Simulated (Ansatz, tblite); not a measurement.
# Sn26H32 hole sphere (Sn₂₆H₃₁Br): charged states by level of theory

Aim: the energy of removing and adding an electron for Sn26H32 hole sphere (Sn₂₆H₃₁Br), by energy differences, and how well orbital energies stand in for it.

Computed with Ansatz 0.2.0, Gaussian basis. Level: as each input shows.

Levels to be run: charge +1 doublet, at the geometry of the singlet (PBE0-D4/def2-SVP, PBE-D4/def2-SVP, B3LYP-D4/def2-SVP); charge -1 doublet, at the geometry of the singlet (PBE0-D4/def2-SVP, PBE-D4/def2-SVP, B3LYP-D4/def2-SVP); the starting singlet's energies come from earlier runs.

1 further run of the same task is left out (set aside as unsound or not needed). Runs told in other sessions of the task aren't counted.

### 1 The relaxed structure

The geometry is that of the singlet, from an earlier relaxation (r2SCAN-D4/def2-SVP).

58 atoms, charge 0, spin multiplicity 1.

Atoms are counted from 1 here; the program's logs count them from 0.

Bond lengths: Sn1–Sn17 2.801 Å, Sn1–Sn18 2.812 Å, Sn1–H28 1.723 Å, Sn1–H29 1.723 Å, Sn2–Sn18 2.813 Å, Sn2–Sn19 2.803 Å, Sn2–H30 1.726 Å, Sn2–H31 1.718 Å, Sn3–Sn17 2.801 Å, Sn3–Sn20 2.810 Å, Sn3–H32 1.723 Å, Sn3–H33 1.723 Å, Sn4–Sn20 2.811 Å, Sn4–Sn21 2.802 Å, Sn4–H34 1.723 Å, Sn4–H35 1.723 Å, Sn5–Sn17 2.801 Å, Sn5–Sn22 2.811 Å and more. Angles: Sn17–Sn1–Sn18 110.8°, Sn17–Sn1–H28 110.2°, Sn17–Sn1–H29 109.9°, Sn18–Sn1–H28 109.5°, Sn18–Sn1–H29 109.3°, H28–Sn1–H29 107.1°, Sn18–Sn2–Sn19 109.7°, Sn18–Sn2–H30 108.1°, Sn18–Sn2–H31 111.1°, Sn19–Sn2–H30 109.2°, Sn19–Sn2–H31 111.1°, H30–Sn2–H31 107.6°, Sn17–Sn3–Sn20 110.3°, Sn17–Sn3–H32 110.3°, Sn17–Sn3–H33 110.1°, Sn20–Sn3–H32 109.5°, Sn20–Sn3–H33 109.6°, H32–Sn3–H33 107.1° and more.

Sn takes a core potential in the def2 sets. No spin-orbit coupling is included.

### 2 Charge +1 doublet at the fixed geometry, PBE0-D4/def2-SVP

Contents of in.yaml:

```yaml
crystal:
  periodic: [false, false, false]
  atoms:
    - {symbol: Sn, position_ang: [-4.855325, -1.609690, -1.553114]}
    - {symbol: Sn, position_ang: [-4.858872, 1.724214, 1.632056]}
    - {symbol: Sn, position_ang: [-1.622598, -4.849622, -1.603579]}
    - {symbol: Sn, position_ang: [1.679463, -4.834534, 1.640976]}
    - {symbol: Sn, position_ang: [-1.671521, -1.632030, -4.826058]}
    - {symbol: Sn, position_ang: [-1.596914, 1.604060, -1.566996]}
    - {symbol: Sn, position_ang: [1.614884, -1.590346, -1.610460]}
    - {symbol: Sn, position_ang: [1.610087, 1.633655, -4.883031]}
    - {symbol: Sn, position_ang: [-1.558557, -1.592485, 1.648043]}
    - {symbol: Sn, position_ang: [-1.732604, 1.544902, 4.734502]}
    - {symbol: Sn, position_ang: [1.712907, -1.611491, 4.888219]}
    - {symbol: Sn, position_ang: [1.669232, 1.639090, 1.567864]}
    - {symbol: Sn, position_ang: [1.675179, 4.869949, -1.678980]}
    - {symbol: Sn, position_ang: [-1.553552, 4.929916, 1.616163]}
    - {symbol: Sn, position_ang: [4.894286, 1.635021, -1.698197]}
    - {symbol: Sn, position_ang: [4.906067, -1.604021, 1.624847]}
    - {symbol: Sn, position_ang: [-3.277614, -3.243469, -3.192452]}
    - {symbol: Sn, position_ang: [-3.247787, 0.020734, 0.078486]}
    - {symbol: Sn, position_ang: [-3.238563, 3.368093, 3.221910]}
    - {symbol: Sn, position_ang: [0.025603, -3.247936, 0.013702]}
    - {symbol: Sn, position_ang: [3.314316, -3.232638, 3.257348]}
    - {symbol: Sn, position_ang: [-0.010722, 0.008958, -3.260421]}
    - {symbol: Sn, position_ang: [0.040458, 3.294036, -0.021043]}
    - {symbol: Sn, position_ang: [3.313213, 0.010402, -0.036029]}
    - {symbol: Sn, position_ang: [3.272918, 3.250239, -3.312592]}
    - {symbol: Sn, position_ang: [0.106393, 0.012593, 3.254171]}
    - {symbol: Br, position_ang: [-3.491818, -0.219531, 5.317833]}
    - {symbol: H, position_ang: [-5.883391, -2.575049, -0.563946]}
    - {symbol: H, position_ang: [-5.874549, -0.614643, -2.523050]}
    - {symbol: H, position_ang: [-5.787783, 2.707276, 0.560168]}
    - {symbol: H, position_ang: [-5.959545, 0.824848, 2.596179]}
    - {symbol: H, position_ang: [-2.572440, -5.885966, -0.607665]}
    - {symbol: H, position_ang: [-0.646745, -5.860872, -2.600903]}
    - {symbol: H, position_ang: [2.659147, -5.851536, 0.653305]}
    - {symbol: H, position_ang: [0.709732, -5.865092, 2.623665]}
    - {symbol: H, position_ang: [-2.650371, -0.644543, -5.843826]}
    - {symbol: H, position_ang: [-0.697280, -2.609725, -5.857891]}
    - {symbol: H, position_ang: [-2.608603, 2.604792, -2.553057]}
    - {symbol: H, position_ang: [2.606651, -2.586950, -2.620184]}
    - {symbol: H, position_ang: [0.618790, 2.615482, -5.894222]}
    - {symbol: H, position_ang: [2.557926, 0.635902, -5.920160]}
    - {symbol: H, position_ang: [-2.511582, -2.613518, 2.659932]}
    - {symbol: H, position_ang: [-1.199283, 2.091442, 6.282515]}
    - {symbol: H, position_ang: [0.707440, -2.568501, 5.904938]}
    - {symbol: H, position_ang: [2.689250, -0.623004, 5.906268]}
    - {symbol: H, position_ang: [2.676526, 2.636749, 2.561828]}
    - {symbol: H, position_ang: [0.684556, 5.898274, -2.643504]}
    - {symbol: H, position_ang: [2.658650, 5.890221, -0.698296]}
    - {symbol: H, position_ang: [-2.514965, 5.969500, 0.634509]}
    - {symbol: H, position_ang: [-0.557347, 5.938438, 2.596162]}
    - {symbol: H, position_ang: [5.904806, 0.638648, -2.675209]}
    - {symbol: H, position_ang: [5.931315, 2.612607, -0.729777]}
    - {symbol: H, position_ang: [5.941648, -2.577387, 0.650713]}
    - {symbol: H, position_ang: [5.919527, -0.599351, 2.591004]}
    - {symbol: H, position_ang: [-4.293720, -4.239124, -4.175163]}
    - {symbol: H, position_ang: [-4.173157, 4.353792, 4.289282]}
    - {symbol: H, position_ang: [4.325823, -4.227868, 4.245432]}
    - {symbol: H, position_ang: [4.260613, 4.242990, -4.326714]}
basis:
  gaussian: {orbitals: def2-SVP, fitting: {mean_field: def2-universal-jkfit}}
total_charge: 1
magnetization: {spin_polarized: true, initial_magnetization: 1}
hamiltonian: {xc: pbe0, dispersion: d4}
scf: {omitted_lower_state_checks: [starts]}
output: {orbitals: {seedname: orbitals}}
```

Started as:

```
$ ansatz run in.yaml --threads 11 --pin off --events-out ev --progress --plain --max-ram 174080MiB --backend cuda --devices 0, --max-vram 75GiB
```

The log of the run:

```text
Functional definition: PBE0
  name "PBE0"
  cite "Adamo & Barone, J. Chem. Phys. 110, 6158 (1999) doi:10.1063/1.478522"
  cite "Perdew, Burke & Ernzerhof, Phys. Rev. Lett. 77, 3865 (1996) doi:10.1103/PhysRevLett.77.3865"
  parent pbe
  parameter a = 0.25
  parameter kappa = 0.804
  parameter beta = 0.06672455060314922
  exchange = (1 - a)*pbe_x(kappa = kappa, mu = beta*pi^2/3) + a*exact_x
  correlation = pbe_c(beta = beta)
these checks for a lower state are left out or cut short: starts
6492 factors; integrals over basis functions are off by at most 3.2e-1 eV
mean field evaluation 1: about -222165.5015 eV, gradient 2.0e1 eV
mean field evaluation 2: about -222163.4355 eV, gradient 2.3e1 eV
mean field evaluation 4: about -222167.2338 eV, gradient 8.9e0 eV
mean field evaluation 8: about -222168.0219 eV, gradient 1.0e0 eV
mean field evaluation 16: about -222168.0414 eV, gradient 1.3e-1 eV
mean field evaluation 32: about -222168.0459 eV, gradient 3.1e-5 eV
mean field -222168.04585078 eV, -8164.5250941059 hartree, gradient 5.3e-6 eV, S^2 0.753152; 0 other end points of the search recorded, 0 dependent functions left out
reference -222168.04596736 eV, -8164.5250983903 hartree; 319, 318 occupied and 544, 545 virtual orbitals, 6492 factors
Total energy: -222172.57842618 eV, -8164.6916631797 hartree
Checks for a lower state left out: starts
```

Run time: 69 s. Hardware: 1 × H100 with 11 threads of AMD EPYC 7R13, shared host; peak host memory 1.8 GiB.

From the report: HOMO -8.74 eV, LUMO -8.14 eV (over both spins); ⟨S²⟩ 0.753 (pure: 0.75).

### 3 Charge +1 doublet at the fixed geometry, PBE-D4/def2-SVP

start.molden holds the orbitals of an earlier run on this state, given as this run's starting guess.

Changes to in.yaml since step 2:

```diff
@@ -62,6 +62,6 @@
 basis:
-  gaussian: {orbitals: def2-SVP, fitting: {mean_field: def2-universal-jkfit}}
+  gaussian: {orbitals: def2-SVP, fitting: {mean_field: def2-universal-jkfit}, initial_orbitals: start.molden}
 total_charge: 1
 magnetization: {spin_polarized: true, initial_magnetization: 1}
-hamiltonian: {xc: pbe0, dispersion: d4}
+hamiltonian: {xc: pbe, dispersion: d4}
 scf: {omitted_lower_state_checks: [starts]}
```

Launched as before.

The log of the run:

```text
Functional definition: PBE
  name "PBE"
  cite "Perdew, Burke & Ernzerhof, Phys. Rev. Lett. 77, 3865 (1996) doi:10.1103/PhysRevLett.77.3865"
  parent pbe
  parameter kappa = 0.804
  parameter beta = 0.06672455060314922
  exchange = pbe_x(kappa = kappa, mu = beta*pi^2/3)
  correlation = pbe_c(beta = beta)
these checks for a lower state are left out or cut short: starts
6492 factors; integrals over basis functions are off by at most 3.2e-1 eV
mean field evaluation 1: about -222156.3139 eV, gradient 1.1e1 eV
mean field evaluation 2: about -222157.1922 eV, gradient 7.8e-1 eV
mean field evaluation 4: about -222157.1816 eV, gradient 9.1e-2 eV
mean field evaluation 8: about -222157.1823 eV, gradient 2.6e-3 eV
mean field evaluation 16: about -222157.1823 eV, gradient 4.7e-4 eV
mean field -222157.18229390 eV, -8164.1258657544 hartree, gradient 2.8e-6 eV, S^2 0.750541; 0 other end points of the search recorded, 0 dependent functions left out
reference -222157.18244976 eV, -8164.1258714818 hartree; 319, 318 occupied and 544, 545 virtual orbitals, 6492 factors
Total energy: -222162.03547225 eV, -8164.3042167691 hartree
Checks for a lower state left out: starts
```

It took 21 s on 1 × H100 with 11 threads of AMD EPYC 7R13, shared host; peak host memory 1.7 GiB.

HOMO -8.02 eV, LUMO -8.03 eV (over both spins; with the spin held, an empty level of the minority spin lies below the top filled one); ⟨S²⟩ 0.751 (pure: 0.75).

### 4 Charge +1 doublet at the fixed geometry, B3LYP-D4/def2-SVP

Changes to in.yaml since step 3:

```diff
@@ -65,3 +65,3 @@
 magnetization: {spin_polarized: true, initial_magnetization: 1}
-hamiltonian: {xc: pbe, dispersion: d4}
+hamiltonian: {xc: {name: B3LYP}, dispersion: d4}
 scf: {omitted_lower_state_checks: [starts]}
```

Same command.

The log of the run, shortened:

```text
Functional definition: B3LYP
  name "B3LYP"
  cite "Stephens, Devlin, Chabalowski & Frisch, J. Phys. Chem. 98, 11623 (1994) doi:10.1021/j100096a001"
  cite "Becke, Phys. Rev. A 38, 3098 (1988) doi:10.1103/PhysRevA.38.3098"
  cite "Lee, Yang & Parr, Phys. Rev. B 37, 785 (1988) doi:10.1103/PhysRevB.37.785"
  cite "Vosko, Wilk & Nusair, Can. J. Phys. 58, 1200 (1980) doi:10.1139/p80-159"
[...]
6492 factors; integrals over basis functions are off by at most 3.2e-1 eV
[...]
mean field -222221.21810092 eV, -8166.4791382571 hartree, gradient 3.5e-6 eV, S^2 0.752530; 0 other end points of the search recorded, 0 dependent functions left out
reference -222221.21906331 eV, -8166.4791736243 hartree; 319, 318 occupied and 544, 545 virtual orbitals, 6492 factors
Total energy: -222229.18168381 eV, -8166.7717945305 hartree
Checks for a lower state left out: starts
```

Wall time 68 s (1 × H100 with 11 threads of AMD EPYC 7R13, shared host); peak host memory 1.8 GiB.

Report: HOMO -8.55 eV, LUMO -8.11 eV (over both spins); ⟨S²⟩ 0.753 (pure: 0.75).

### 5 Vertical ionisation energy

Charged state less starting state, singlet to doublet; the starting state's energies are those of its earlier runs.

```csv
level,vertical ionisation energy (eV),time
PBE-D4/def2-SVP,+6.94,29 s
B3LYP-D4/def2-SVP,+7.32,83 s
PBE0-D4/def2-SVP,+7.41,80 s
```

Times add the two runs; a level without a time comes out of a correlated run.

Beside −ε(HOMO) of the starting state:

| level | −ε(HOMO) (eV) | by difference (eV) | mismatch (eV) |
| --- | --- | --- | --- |
| PBE-D4/def2-SVP | 5.70 | 6.94 | -1.23 |
| B3LYP-D4/def2-SVP | 6.33 | 7.32 | -0.98 |
| PBE0-D4/def2-SVP | 6.55 | 7.41 | -0.86 |

### 6 Charge -1 doublet at the fixed geometry, PBE0-D4/def2-SVP

Changes to in.yaml since step 4:

```diff
@@ -62,6 +62,6 @@
 basis:
-  gaussian: {orbitals: def2-SVP, fitting: {mean_field: def2-universal-jkfit}, initial_orbitals: start.molden}
-total_charge: 1
+  gaussian: {orbitals: def2-SVP, fitting: {mean_field: def2-universal-jkfit}}
+total_charge: -1
 magnetization: {spin_polarized: true, initial_magnetization: 1}
-hamiltonian: {xc: {name: B3LYP}, dispersion: d4}
+hamiltonian: {xc: pbe0, dispersion: d4}
 scf: {omitted_lower_state_checks: [starts]}
```

The command is unchanged.

The log of the run, shortened:

```text
Functional definition: PBE0
  name "PBE0"
  cite "Adamo & Barone, J. Chem. Phys. 110, 6158 (1999) doi:10.1063/1.478522"
  cite "Perdew, Burke & Ernzerhof, Phys. Rev. Lett. 77, 3865 (1996) doi:10.1103/PhysRevLett.77.3865"
  parent pbe
[...]
6492 factors; integrals over basis functions are off by at most 3.2e-1 eV
[...]
mean field -222177.00029610 eV, -8164.8541639019 hartree, gradient 9.3e-6 eV, S^2 0.753594; 0 other end points of the search recorded, 0 dependent functions left out
reference -222177.00040939 eV, -8164.8541680654 hartree; 320, 319 occupied and 543, 544 virtual orbitals, 6492 factors
Total energy: -222181.63963997 eV, -8165.0246566444 hartree
Checks for a lower state left out: starts
```

Run time: 27 s. Hardware: 1 × H100 with 11 threads of AMD EPYC 7R13, shared host; peak host memory 1.8 GiB.

Report: HOMO -0.83 eV, LUMO -0.09 eV (over both spins); ⟨S²⟩ 0.754 (pure: 0.75).

### 7 Charge -1 doublet at the fixed geometry, PBE-D4/def2-SVP

Changes to in.yaml since step 6:

```diff
@@ -62,6 +62,6 @@
 basis:
-  gaussian: {orbitals: def2-SVP, fitting: {mean_field: def2-universal-jkfit}}
+  gaussian: {orbitals: def2-SVP, fitting: {mean_field: def2-universal-jkfit}, initial_orbitals: start.molden}
 total_charge: -1
 magnetization: {spin_polarized: true, initial_magnetization: 1}
-hamiltonian: {xc: pbe0, dispersion: d4}
+hamiltonian: {xc: pbe, dispersion: d4}
 scf: {omitted_lower_state_checks: [starts]}
```

The command is unchanged.

The log of the run:

```text
Functional definition: PBE
  name "PBE"
  cite "Perdew, Burke & Ernzerhof, Phys. Rev. Lett. 77, 3865 (1996) doi:10.1103/PhysRevLett.77.3865"
  parent pbe
  parameter kappa = 0.804
  parameter beta = 0.06672455060314922
  exchange = pbe_x(kappa = kappa, mu = beta*pi^2/3)
  correlation = pbe_c(beta = beta)
these checks for a lower state are left out or cut short: starts
6492 factors; integrals over basis functions are off by at most 3.2e-1 eV
mean field evaluation 1: about -222165.1238 eV, gradient 1.1e1 eV
mean field evaluation 2: about -222165.9882 eV, gradient 7.4e-1 eV
mean field evaluation 4: about -222165.9803 eV, gradient 1.0e-1 eV
mean field evaluation 8: about -222165.9808 eV, gradient 5.7e-5 eV
mean field evaluation 16: about -222165.9808 eV, gradient 9.8e-6 eV
mean field -222165.98079182 eV, -8164.4492045889 hartree, gradient 9.8e-6 eV, S^2 0.750653; 0 other end points of the search recorded, 0 dependent functions left out
reference -222165.98094325 eV, -8164.4492101539 hartree; 320, 319 occupied and 543, 544 virtual orbitals, 6492 factors
Total energy: -222170.94979405 eV, -8164.6318120528 hartree
Checks for a lower state left out: starts
```

Wall time 12 s (1 × H100 with 11 threads of AMD EPYC 7R13, shared host); peak host memory 1.8 GiB.

From the report: HOMO -0.81 eV, LUMO -0.75 eV (over both spins); ⟨S²⟩ 0.751 (pure: 0.75).

### 8 Charge -1 doublet at the fixed geometry, B3LYP-D4/def2-SVP

Changes to in.yaml since step 7:

```diff
@@ -65,3 +65,3 @@
 magnetization: {spin_polarized: true, initial_magnetization: 1}
-hamiltonian: {xc: pbe, dispersion: d4}
+hamiltonian: {xc: {name: B3LYP}, dispersion: d4}
 scf: {omitted_lower_state_checks: [starts]}
```

The command is unchanged.

The log of the run, shortened:

```text
Functional definition: B3LYP
  name "B3LYP"
  cite "Stephens, Devlin, Chabalowski & Frisch, J. Phys. Chem. 98, 11623 (1994) doi:10.1021/j100096a001"
  cite "Becke, Phys. Rev. A 38, 3098 (1988) doi:10.1103/PhysRevA.38.3098"
  cite "Lee, Yang & Parr, Phys. Rev. B 37, 785 (1988) doi:10.1103/PhysRevB.37.785"
  cite "Vosko, Wilk & Nusair, Can. J. Phys. 58, 1200 (1980) doi:10.1139/p80-159"
[...]
6492 factors; integrals over basis functions are off by at most 3.2e-1 eV
[...]
mean field -222230.23356322 eV, -8166.8104503858 hartree, gradient 8.3e-6 eV, S^2 0.752608; 0 other end points of the search recorded, 0 dependent functions left out
reference -222230.23450339 eV, -8166.8104849366 hartree; 320, 319 occupied and 543, 544 virtual orbitals, 6492 factors
Total energy: -222238.37684347 eV, -8167.1097104152 hartree
Checks for a lower state left out: starts
```

Wall time 24 s (1 × H100 with 11 threads of AMD EPYC 7R13, shared host); peak host memory 1.8 GiB.

Report: HOMO -0.94 eV, LUMO -0.34 eV (over both spins); ⟨S²⟩ 0.753 (pure: 0.75).

### 9 Vertical electron affinity

Starting state less charged state (positive: the electron is bound), singlet to doublet; the starting state's energies are those of its earlier runs.

```csv
level,vertical electron affinity (eV),time
PBE-D4/def2-SVP,+1.98,20 s
B3LYP-D4/def2-SVP,+1.88,40 s
PBE0-D4/def2-SVP,+1.66,37 s
```

Times add the two runs; a level without a time comes out of a correlated run.

Beside −ε(LUMO) of the starting state:

```
            level  −ε(LUMO) (eV)  by difference (eV)  mismatch (eV)
  PBE-D4/def2-SVP           3.03                1.98          +1.05
B3LYP-D4/def2-SVP           2.63                1.88          +0.75
 PBE0-D4/def2-SVP           2.37                1.66          +0.72
```

### 10 Results

| quantity | value |
| --- | --- |
| vertical ionisation energy, functionals in def2-SVP | 6.94 (PBE-D4) to 7.41 eV (PBE0-D4) |
| vertical electron affinity, functionals in def2-SVP | 1.66 (PBE0-D4) to 1.98 eV (PBE-D4) |

What this shows: The vertical ionisation energy spans 6.94 to 7.41 eV over the functionals. −ε(HOMO) misses the level's own difference by -0.86 eV at best (PBE0-D4) and -1.23 eV at worst (PBE-D4). The vertical electron affinity spans 1.66 to 1.98 eV over the functionals. −ε(LUMO) misses the level's own difference by +0.72 eV at best (PBE0-D4) and +1.05 eV at worst (PBE-D4).
